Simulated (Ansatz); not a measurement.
**C2H9NO3Si: taking an electron away**

One table from this session's results is given with a row withheld; the runs are named, their logs left out.

Computed with Ansatz 0.2.0, Gaussian basis. Level: unrestricted cation, the program's frozen cores in correlated methods.

Plan: UKS PBE-D4/def2-TZVPP; UKS r2SCAN-D4/def2-TZVPP; UKS PBE0-D4/def2-TZVPP; UKS B3LYP-D4/def2-TZVPP; UKS wB97X-V/def2-TZVPP; UKS wB97M-V/def2-TZVPP; UKS B2PLYP/def2-TZVPP; UHF-CCSD(T)/def2-TZVPP; UHF-MP2/def2-QZVPP; extrapolation to the limit; then −ε(HOMO) from the neutral's earlier runs with LDA (SPW92), PBE-D4, revPBE-D4, BLYP-D4, r2SCAN-D4, B97M-V, PBE0-D4, B3LYP-D4, r2SCANh-D4, r2SCAN0-D4, HSE06-D4, BHLYP-D4, CAM-B3LYP-D4, LC-ωPBE, ωB97X-V, ωB97M-V.

## The relaxed structure

An earlier PBE0-D4 in a triple-zeta def2 set relaxation fixed the geometry.

16 atoms, charge 0, spin multiplicity 1.

Atoms are counted from 1 here; the program's logs count them from 0.

Bond lengths: C1–N2 1.442 Å, C1–H8 1.100 Å, C1–H9 1.098 Å, C1–H10 1.089 Å, N2–C3 1.444 Å, N2–Si4 1.700 Å, C3–H11 1.092 Å, C3–H12 1.099 Å, C3–H13 1.098 Å, Si4–O5 1.636 Å, Si4–O6 1.641 Å, Si4–O7 1.641 Å, O5–H14 0.958 Å, O6–H15 0.958 Å, O7–H16 0.957 Å. Angles: N2–C1–H8 111.8°, N2–C1–H9 110.8°, N2–C1–H10 110.4°, H8–C1–H9 107.2°, H8–C1–H10 108.5°, H9–C1–H10 108.0°, C1–N2–C3 113.8°, C1–N2–Si4 125.0°, C3–N2–Si4 120.8°, N2–C3–H11 110.7°, N2–C3–H12 111.8°, N2–C3–H13 111.0°, H11–C3–H12 108.0°, H11–C3–H13 107.8°, H12–C3–H13 107.4°, N2–Si4–O5 111.7°, N2–Si4–O6 104.6°, N2–Si4–O7 115.8° and more.

As a file:

```xyz
16

C     1.2421    0.3642    1.1993
N     0.4308   -0.2144    0.1567
C     0.7815   -1.5775   -0.1649
Si   -0.9437    0.5156   -0.5276
O    -1.0774    0.1788   -2.1228
O    -0.7587    2.1168   -0.2171
O    -2.3903   -0.0254    0.0264
H     1.1519   -0.1937    2.1428
H     2.3035    0.3566    0.9176
H     0.9491    1.3976    1.3799
H     0.1516   -1.9570   -0.9715
H     0.6636   -2.2451    0.7003
H     1.8271   -1.6483   -0.4935
H    -0.3736    0.5207   -2.6755
H    -1.5592    2.6413   -0.2619
H    -2.4212   -0.2527    0.9558
```

The first run:

Input file in.yaml:

```yaml
crystal:
  periodic: [false, false, false]
  atoms:
    - {symbol: C, position_ang: [1.242050, 0.364178, 1.199296]}
    - {symbol: N, position_ang: [0.430823, -0.214425, 0.156705]}
    - {symbol: C, position_ang: [0.781502, -1.577470, -0.164904]}
    - {symbol: Si, position_ang: [-0.943735, 0.515576, -0.527562]}
    - {symbol: O, position_ang: [-1.077399, 0.178771, -2.122794]}
    - {symbol: O, position_ang: [-0.758720, 2.116763, -0.217098]}
    - {symbol: O, position_ang: [-2.390312, -0.025448, 0.026436]}
    - {symbol: H, position_ang: [1.151931, -0.193683, 2.142758]}
    - {symbol: H, position_ang: [2.303471, 0.356618, 0.917585]}
    - {symbol: H, position_ang: [0.949080, 1.397634, 1.379923]}
    - {symbol: H, position_ang: [0.151647, -1.957050, -0.971530]}
    - {symbol: H, position_ang: [0.663648, -2.245068, 0.700295]}
    - {symbol: H, position_ang: [1.827114, -1.648301, -0.493468]}
    - {symbol: H, position_ang: [-0.373626, 0.520697, -2.675471]}
    - {symbol: H, position_ang: [-1.559246, 2.641326, -0.261898]}
    - {symbol: H, position_ang: [-2.421229, -0.252716, 0.955826]}
basis:
  gaussian: {orbitals: def2-TZVPP}
total_charge: 1
magnetization: {spin_polarized: true, initial_magnetization: 1}
hamiltonian: {xc: pbe, dispersion: d4}
```

Launch:

```sh
$ ansatz run in.yaml --threads 2 --pin off --events-out ev --progress --plain --max-ram 32768MiB --backend cuda --devices 0, --max-vram 18GiB
```

Steps of the session up to this table: Cation, UKS PBE-D4/def2-TZVPP; Cation, UKS r2SCAN-D4/def2-TZVPP; Cation, UKS PBE0-D4/def2-TZVPP; Cation, UKS B3LYP-D4/def2-TZVPP; Cation, UKS wB97X-V/def2-TZVPP; Cation, UKS wB97M-V/def2-TZVPP; Cation, UKS B2PLYP (frozen core)/def2-TZVPP; Cation, UHF-CCSD(T)/def2-TZVPP; Cation, UHF-MP2/def2-QZVPP.

One table of the session follows, with a row left open; its other results are not shown here.

It belongs to the step «Ionisation energies side by side». Orbital estimates, from the neutral's runs:

```
  functional  −ε(HOMO) (eV)
 LDA (SPW92)           5.21
      PBE-D4           5.08
   revPBE-D4           5.03
     BLYP-D4           4.98
   r2SCAN-D4           5.32
      B97M-V           5.47
     PBE0-D4              ?
    B3LYP-D4           6.23
  r2SCANh-D4           5.84
  r2SCAN0-D4           6.62
    HSE06-D4           6.04
    BHLYP-D4           7.76
CAM-B3LYP-D4           7.85
     LC-ωPBE           9.19
     ωB97X-V           8.85
     ωB97M-V           8.77
```

Q: Estimate the row for PBE0-D4 from the others.

**Answer.** −ε(HOMO) (eV): 6.44. In the column «−ε(HOMO) (eV)» it lies between B3LYP-D4 (6.23) and r2SCAN0-D4 (6.62).
